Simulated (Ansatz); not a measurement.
This was printed by a script on Ansatz's Python interface, for a geometry optimisation of FH₃NSn, SMILES [NH2][SnH][F]. What did the script look like? Level of theory: PBE0, def2-SVP basis, multiplicity 2, D3BJ dispersion.

Contents of `fh3nsn.xyz`:
```text
6

N    -0.90160    0.10580   -0.73720
Sn    0.10720   -0.39430    0.93120
F     1.84860   -0.99640    0.39650
H    -0.31810    0.90220   -1.23300
H    -0.95210   -0.68730   -1.39950
H     0.25800    1.00600    1.99580
```

```console
$ python opt_fh3nsn.py
converged              True
free_energy_ev         -10079.417822337336
reference_energy_ev    -10079.338647503226
n_frozen               0
n_occupied             [21, 20]
n_virtual              [48, 49]
bond        before    after (A)
N0-Sn1       2.0128   2.0586
N0-H3        1.1048   1.0207
N0-H4        1.0345   1.0195
Sn1-F2       1.9186   1.9545
Sn1-H5       1.7655   1.7554
angle Sn1-N0-H3: 112.35 deg
angle Sn1-N0-H4: 116.26 deg
angle H3-N0-H4: 107.98 deg
angle N0-Sn1-F2: 98.31 deg
angle N0-Sn1-H5: 107.36 deg
angle F2-Sn1-H5: 103.98 deg
```

One script that gives this output:

Script `opt_fh3nsn.py`:
```python
# -*- coding: utf-8 -*-
'''Minimum-energy structure of FH3NSn.'''

import warnings

import ansatz as az
import numpy as np

BASIS_SET = 'def2-SVP'
FUNCTIONAL = 'pbe0'
VDW = 'd3bj'

warnings.simplefilter('ignore', az.DeckWarning)

mol = az.Crystal.molecule_from_extxyz('fh3nsn.xyz')

model = (
    mol.calculation()
    .basis(gaussian=BASIS_SET)
    .functional(FUNCTIONAL, dispersion=VDW)
    .spin('collinear', total=1)
)
symbols = [site.symbol for site in mol.cartesian_sites]
start = np.array([site.position_ang for site in mol.cartesian_sites], dtype=float)
summary = model.relax(force_tolerance=0.02).run(threads=1, pin='off').report
end = np.array(summary['positions_ang'])

for key in ('converged', 'free_energy_ev', 'reference_energy_ev', 'n_frozen', 'n_occupied', 'n_virtual'):
    print(f'{key:22s} {summary[key]}')

print('bond        before    after (A)')
for i, j in [(0, 1), (0, 3), (0, 4), (1, 2), (1, 5)]:
    d0, d1 = (np.linalg.norm(xyz[i] - xyz[j]) for xyz in (start, end))
    print(f'{symbols[i]}{i}-{symbols[j]}{j}'.ljust(10), f'{d0:8.4f} {d1:8.4f}')
for i, j, k in [(1, 0, 3), (1, 0, 4), (3, 0, 4), (0, 1, 2), (0, 1, 5), (2, 1, 5)]:
    u, v = end[i] - end[j], end[k] - end[j]
    print(f'angle {symbols[i]}{i}-{symbols[j]}{j}-{symbols[k]}{k}: {np.degrees(np.arccos(np.clip(u @ v / np.linalg.norm(u) / np.linalg.norm(v), -1, 1))):.2f} deg')
with open('fh3nsn_opt.xyz', 'w') as handle:
    handle.write(f'{len(symbols)}\nrelaxed FH3NSn\n')
    handle.writelines(f'{s:2s} {x:11.6f} {y:11.6f} {z:11.6f}\n' for s, (x, y, z) in zip(symbols, end))
```

Caveats:
- Total energies depend on the basis set; only differences at equal settings carry meaning.
- The end point is the stationary point reached from this start; no frequency run checks that it is a minimum, and the basis set is modest.
- def2 sets replace the cores of elements past krypton by effective core potentials.
- The species is open-shell (spin multiplicity 2).
- Total less reference energy is the dispersion correction.
- The whole script took 85 s on 1 thread of Intel(R) Xeon(R) Platinum 8488C (Sapphire Rapids) (shared host), peak memory 0.26 GiB.

(A comment or docstring line of the script was reworded after the run, the code is as it ran; lines on the test bed's own set-up are left out of the output.)
